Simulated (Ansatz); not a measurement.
**SiGeCl (quartet): wave-function methods side by side at a displaced geometry (v1), cc-pVDZ**

The task here is to estimate one member of a computed series from the others.

The runs use Ansatz 0.2.0, Gaussian basis; cc-pVDZ, core rule «outside noble gas», up to 24 orbitals frozen.

Plan: UHF; CCSD(T) on ROHF; CCSD(T) on UHF; BCCD(T) on ROHF; CISD; CCSDT(Q) on ROHF; CCSDT(Q) on UHF; CASSCF and NEVPT2, 13 electrons in 11 orbitals.

31 further runs of the same task are left out: 15 that didn't finish, 16 set aside as unsound or not needed.

## The system

The geometry is a PBE0/def2-TZVP stationary point (not a proven minimum) with its atoms shifted at random (size 0.040 Å). No spin-orbit coupling is included. The filled d shell of Ge may be among the frozen orbitals whatever the setting's name suggests; the logs give the count.

3 atoms, charge 0, spin multiplicity 4.

Atoms are counted from 1 here; the program's logs count them from 0.

Bond lengths: Cl1–Si2 2.077 Å, Si2–Ge3 2.407 Å. Angles: Cl1–Si2–Ge3 114.1°.

Coordinates:

```xyz
3
charge 0, multiplicity 4
Cl   -0.02497   -0.44226    2.32905
Si   -0.02580    0.90246    0.74660
Ge    0.02216   -0.13308   -1.42539
```

Set-up of the first run:

Input file in.yaml:

```yaml
crystal:
  periodic: [false, false, false]
  atoms:
    - {symbol: Cl, position_ang: [-0.024969, -0.442257, 2.329050]}
    - {symbol: Si, position_ang: [-0.025802, 0.902459, 0.746605]}
    - {symbol: Ge, position_ang: [0.022162, -0.133077, -1.425393]}
basis:
  gaussian: {orbitals: cc-pVDZ}
magnetization: {spin_polarized: true, initial_magnetization: 3}
hamiltonian: {xc: hf}
output: {orbitals: {seedname: orbitals}}
```

Launch:

```console
$ ansatz run in.yaml --threads 1 --pin off --events-out ev --progress --plain --max-ram 2393MiB
```

Among the steps run: UHF; CCSD(T) on ROHF; CCSD(T) on UHF; BCCD(T) on ROHF; CISD; CCSDT(Q) on ROHF; CCSDT(Q) on UHF; CASSCF and NEVPT2, 13 electrons in 11 orbitals.

One table of the session follows, with a row left open; its other results are not shown here.

| method | from UCCSDT(Q) (meV) |
| --- | --- |
| ROHF | +8530.4 |
| UHF | +8389.1 |
| RMP2 | +1319.1 |
| UMP2 | ? |
| CISD | +1257.1 |
| RCCSD | +376.4 |
| UCCSD | +363.1 |
| RCCSD(T) | +80.9 |
| UCCSD(T) | +73.7 |
| BCCD(T) | +78.4 |
| RCCSDT | +35.1 |
| UCCSDT | +26.1 |
| RCCSDT(Q) | +10.7 |
| UCCSDT(Q) | 0 |
| CASSCF valence | +6931.8 |
| NEVPT2 valence | +1323.8 |

Estimate the missing values for UMP2.

**Answer.** from UCCSDT(Q) (meV): +1368.1. In the column «from UCCSDT(Q) (meV)» it lies between NEVPT2 valence (+1323.8) and CASSCF valence (+6931.8).

Among the levels timed on like hardware and quicker than the yardstick, those that no quicker one beats, quickest first: BCCD(T) (13 s, +78.4 meV); UCCSD(T) (22 s, +73.7 meV); RCCSDT(Q) (65 s, +10.7 meV).

Limits of these values: Restricted and unrestricted rows rest on different reference determinants; where their highest levels disagree by more than a few hundredths of an eV, they describe different states and don't form one ladder.
